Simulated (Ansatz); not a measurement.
# Ge₂H₂+ (quartet): the correlation ladder, cc-pVTZ

An exercise on one series of results from a longer session: the logs are not shown, and one member is left open.

The runs use Ansatz 0.2.0, Gaussian basis; cc-pVTZ, core rule «outside noble gas», up to 28 orbitals frozen.

Plan: UHF; CCSD(T) on ROHF; CCSD(T) on UHF; BCCD(T) on ROHF; CCSDT(Q) on ROHF; CCSDT(Q) on UHF; CASSCF and MRCISD+Q, 9 electrons in 10 orbitals; CASSCF and NEVPT2, 9 electrons in 10 orbitals.

4 further runs of the same task are left out: 4 set aside as unsound or not needed.

## What is computed

The geometry is a PBE0/def2-TZVP stationary point (not a proven minimum) of the parent state, kept for this charge and spin. No spin-orbit coupling is included. The filled d shell of Ge may be among the frozen orbitals whatever the setting's name suggests; the logs give the count.

4 atoms, charge 1, spin multiplicity 4.

Atoms are counted from 1 here; the program's logs count them from 0.

Bond lengths: Ge1–Ge2 2.407 Å, Ge1–H3 1.581 Å, Ge2–H4 1.581 Å. Angles: Ge2–Ge1–H3 103.7°, Ge1–Ge2–H4 103.7°.

As a file:

```xyz
4
Ge2H2
Ge    0.00000   -0.06249    1.20171
Ge    0.00000    0.06249   -1.20171
H     0.00000    1.45244    1.65446
H     0.00000   -1.45244   -1.65446
```

Set-up of the first run:

in.yaml reads:

```yaml
crystal:
  periodic: [false, false, false]
  atoms:
    - {symbol: Ge, position_ang: [0.000000, -0.062489, 1.201709]}
    - {symbol: Ge, position_ang: [0.000000, 0.062489, -1.201709]}
    - {symbol: H, position_ang: [0.000000, 1.452439, 1.654456]}
    - {symbol: H, position_ang: [0.000000, -1.452439, -1.654456]}
basis:
  gaussian: {orbitals: cc-pVTZ}
total_charge: 1
magnetization: {spin_polarized: true, initial_magnetization: 3}
hamiltonian: {xc: hf}
output: {orbitals: {seedname: orbitals}}
```

Run with:

```bash
ansatz run in.yaml --threads 1 --pin off --events-out ev --progress --plain --max-ram 2816MiB --backend cpu
```

Among the steps run: UHF; CCSD(T) on ROHF; CCSD(T) on UHF; BCCD(T) on ROHF; CCSDT(Q) on ROHF; CCSDT(Q) on UHF; CASSCF and MRCISD+Q, 9 electrons in 10 orbitals; CASSCF and NEVPT2, 9 electrons in 10 orbitals.

One of the session's tables, all rows but one given; the rest of the session is left out.

It belongs to the step «Misses and costs». 

```
          method  from RCCSDT(Q) (kJ/mol)
            ROHF                   +495.2
             UHF                   +485.3
            RMP2                   +107.8
            UMP2                   +106.8
           RCCSD                    +26.3
           UCCSD                    +24.2
        RCCSD(T)                     +5.8
        UCCSD(T)                     +3.9
         BCCD(T)                     +5.8
          RCCSDT                     +1.2
          UCCSDT                     -0.7
       RCCSDT(Q)                        0
       UCCSDT(Q)                        ?
  CASSCF valence                   +318.1
  NEVPT2 valence                    +81.1
  MRCISD valence                    +23.4
MRCISD+Q valence                     +3.9
```

**Question.** Estimate the row for UCCSDT(Q).

The run gave: from RCCSDT(Q) (kJ/mol): -2.0. In the column «from RCCSDT(Q) (kJ/mol)» it is the lowest.

Limits of these values: Restricted and unrestricted rows rest on different reference determinants; where their highest levels disagree by more than a few hundredths of an eV, they describe different states and don't form one ladder.
